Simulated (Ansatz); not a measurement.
**BiTe (WC type): other levels of theory at one geometry**

How much do the gap and the pressure of BiTe (WC type) depend on the functional and spin–orbit coupling? The cell was built by placing the elements on the sites of a structure type; the runs don't test whether it is the stable form.

Computed with Ansatz 0.2.0 (DFT at several levels, plane waves, PAW, unless a step's input says otherwise).

1 further run of the same task is left out (set aside as unsound or not needed). Runs told in other sessions of the task aren't counted.

**1. Starting point**

It takes space group P-6m2 (No. 187, hexagonal). The conventional cell has a = 4.150 Å, b = 4.150 Å, c = 4.441 Å, α = 90.00°, β = 90.00°, γ = 120.00°. Bi (site symmetry -6m2) is surrounded by 6 Te at 3.27 Å. Te (site symmetry -6m2) is surrounded by 6 Bi at 3.27 Å.

Coordinates:

```cif
data_structure
_symmetry_space_group_name_H-M 'P-6m2'
_symmetry_Int_Tables_number 187
_cell_length_a 4.1498
_cell_length_b 4.1498
_cell_length_c 4.4405
_cell_angle_alpha 90.000
_cell_angle_beta 90.000
_cell_angle_gamma 120.000
_cell_volume 66.22
loop_
_atom_site_label
_atom_site_type_symbol
_atom_site_symmetry_multiplicity
_atom_site_Wyckoff_symbol
_atom_site_fract_x
_atom_site_fract_y
_atom_site_fract_z
_atom_site_occupancy
Bi1 Bi 1 a 0.00000 0.00000 0.00000 1
Te1 Te 1 f 0.66667 0.33333 0.50000 1
```

This cell comes from an earlier session at PBE: 33.111 Å³/atom at 0.01 GPa, on a 10×10×8 mesh, metallic.

Levels to run: PBE+SOC; r²SCAN; PBEsol; LDA. Hardware: 2 threads of Arm Neoverse V1, shared host.

**2. PBE+SOC**

input.yaml reads:

```yaml
crystal:
  lattice:
    - [4.1497576262, 0.0, 0.0]
    - [-2.0748788131, 3.5937955239, 0.0]
    - [0.0, 0.0, 4.440507289]
  atoms:
    - { symbol: Bi, position: [0.0, 0.0, 0.0] }
    - { symbol: Te, position: [0.6666666667, 0.3333333333, 0.5] }
basis:
  ecutwfc: 420
  ecutrho_ratio: 4
kpoints:
  mp_grid: { grid: [10, 10, 8] }
hamiltonian:
  xc: pbe
scf:
  occupations: { method: gaussian, width: 0.05 }
output:
  forces: true
  stress: true
  eigenvalues: true
  populations: true
  dos: { projected: true, de: 0.02 }
  write_density: true
  write_potential: true
  elf: true
  volumetric_format: npy
magnetization:
  noncollinear: true
  spin_orbit: true
```

Started as:

```bash
$ ansatz run input.yaml --threads 2 --pin off --max-ram 2662MiB --backend cpu --events-out ev --progress --plain --runs-dir out
```

The runs that follow: r²SCAN; PBEsol; LDA.

Before running it: what results should come out? Wanted: for each run, pressure.

The runs gave:

| level | mesh | gap on the mesh (eV) | pressure (GPa) | time |
| --- | --- | --- | --- | --- |
| PBE | 10×10×8 | metal | 0.0 | 33 s* |
| LDA | 10×10×8 | metal | -3.6 | 6.1 s |
| PBEsol | 10×10×8 | metal | -2.5 | 6.6 s |
| PBE+SOC | 10×10×8 | metal | 1.2 | 38 s* |
| r²SCAN | 10×10×8 | metal | -0.6 | 17 s |

Times are on 2 threads of Arm Neoverse V1, shared host. * Includes bands or densities of states.

The pressure runs from -3.6 GPa (LDA) to 1.2 GPa (PBE+SOC); a negative pressure means that level wants a smaller cell, a positive one a larger cell. Every level gives a metal. Total energies of different levels have different zeros and can't be compared.
